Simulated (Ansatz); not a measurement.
**Si2NH5 + H2S: a complex and its separated parts**

The complex below is one end of an elementary step. How strongly is it bound against its free parts?

Computed with Ansatz 0.2.0, Gaussian basis. Level: PBE0-D4/def2-TZVP structures, single points in def2-TZVPP, no counterpoise correction.

Levels: SPW92, PBE-D4, BLYP-D4, r2SCAN-D4, B97M-V, PBE0-D4, B3LYP-D4, r2SCAN0-D4, BHLYP-D4, CAM-B3LYP-D4, wB97X-V, wB97M-V, B2PLYP, PBE-QIDH, RPA on PBE, Hartree-Fock, MP2, CCSD, CCSD(T).

Correlated methods freeze the cores. B3LYP uses VWN-RPA correlation. B2PLYP carries no dispersion term here.

11 further runs of the same task are left out: 11 set aside as unsound or not needed.

## Step 1: Starting geometry

The complex: 11 atoms, charge 0, spin multiplicity 1.

Atoms are counted from 1 here; the program's logs count them from 0.

Bond lengths: Si1–N3 1.603 Å, Si1–H5 1.501 Å, Si1–Si6 2.331 Å, S2–H4 1.343 Å, S2–H7 1.343 Å, N3–H8 1.012 Å, Si6–H9 1.488 Å, Si6–H10 1.486 Å, Si6–H11 1.490 Å. Angles: N3–Si1–H5 127.8°, N3–Si1–Si6 116.0°, H5–Si1–Si6 114.3°, H4–S2–H7 92.3°, Si1–N3–H8 121.6°, Si1–Si6–H9 109.3°, Si1–Si6–H10 111.4°, Si1–Si6–H11 109.5°, H9–Si6–H10 109.3°, H9–Si6–H11 108.5°, H10–Si6–H11 108.8°.

As a file:

```mol
H7NSSi2
  3D, bonds by distance, orders not assigned

 11  9  0  0  0  0  0  0  0  0999 V2000
   -0.3235    0.8369    0.2934 Si  0  0
    2.1094   -0.1676   -0.6999 S   0  0
   -1.1165    1.4182   -0.9732 N   0  0
    2.4093    1.0702   -1.1246 H   0  0
    0.4898    1.5989    1.2986 H   0  0
   -0.9103   -1.3159    0.9675 Si  0  0
    1.4133   -0.4398   -1.8162 H   0  0
   -0.9983    2.3752   -1.2795 H   0  0
   -0.8854   -2.2230   -0.2115 H   0  0
   -2.2649   -1.3422    1.5784 H   0  0
    0.0771   -1.8109    1.9668 H   0  0
  1  3  8  0
  1  5  8  0
  1  6  8  0
  2  4  8  0
  2  7  8  0
  3  8  8  0
  6  9  8  0
  6 10  8  0
  6 11  8  0
M  END
```

Its parts: Si2NH5 holds atoms 1, 3, 5, 6, 8, 9, 10, 11; H2S holds atoms 2, 4, 7. Each part counts its atoms afresh in its own runs.

## Step 2: Relaxing Si2NH5 alone

relax-a/in.yaml

```yaml
crystal:
  periodic: [false, false, false]
  atoms:
    - {symbol: Si, position_ang: [-0.323512, 0.836913, 0.293425]}
    - {symbol: N, position_ang: [-1.116485, 1.418225, -0.973234]}
    - {symbol: H, position_ang: [0.489802, 1.598854, 1.298643]}
    - {symbol: Si, position_ang: [-0.910310, -1.315932, 0.967450]}
    - {symbol: H, position_ang: [-0.998277, 2.375198, -1.279506]}
    - {symbol: H, position_ang: [-0.885414, -2.222955, -0.211459]}
    - {symbol: H, position_ang: [-2.264857, -1.342199, 1.578427]}
    - {symbol: H, position_ang: [0.077097, -1.810870, 1.966832]}
basis:
  gaussian: {orbitals: def2-TZVP}
hamiltonian: {xc: pbe0, dispersion: d4}
relax: {f_tol: 0.005, max_steps: 200}
```

No record of the launch command was kept for these runs.

Further steps of the session: Relaxing H2S alone; wB97M-V/def2-TZVPP; CCSD(T)/def2-TZVPP; Vibrations of Si2NH5; Vibrations of H2S.

Before running it: what results should come out? Wanted: complex less parts, CCSD(T)/def2-TZVPP; with zero-point energy; largest T1 diagnostic.

**Answer**, as computed:

```
                              quantity         value
complex less parts, CCSD(T)/def2-TZVPP  -14.6 kJ/mol
                with zero-point energy   -7.6 kJ/mol
                 largest T1 diagnostic         0.018
```

In words: At CCSD(T) the complex lies 14.6 kJ/mol below its parts. The functionals run from B2PLYP, off by +2.9 kJ/mol, to SPW92, off by -31.6 kJ/mol, against CCSD(T). By rung, the mean size of the error is: LDA 31.6, GGA 14.3, meta-GGA 9.5, hybrid 13.0, range-separated hybrid 8.8, double hybrid 6.0 kJ/mol. PBE-D4 gives a relative energy 18.4 kJ/mol too low, outside chemical accuracy (1 kcal/mol, 4.2 kJ/mol). No counterpoise was applied, and triple zeta lacks some correlation, so the CCSD(T) reference has a basis error of its own, and close matches with it are partly luck. The restricted Hartree–Fock reference is unstable towards an unrestricted one at one or more of these structures.
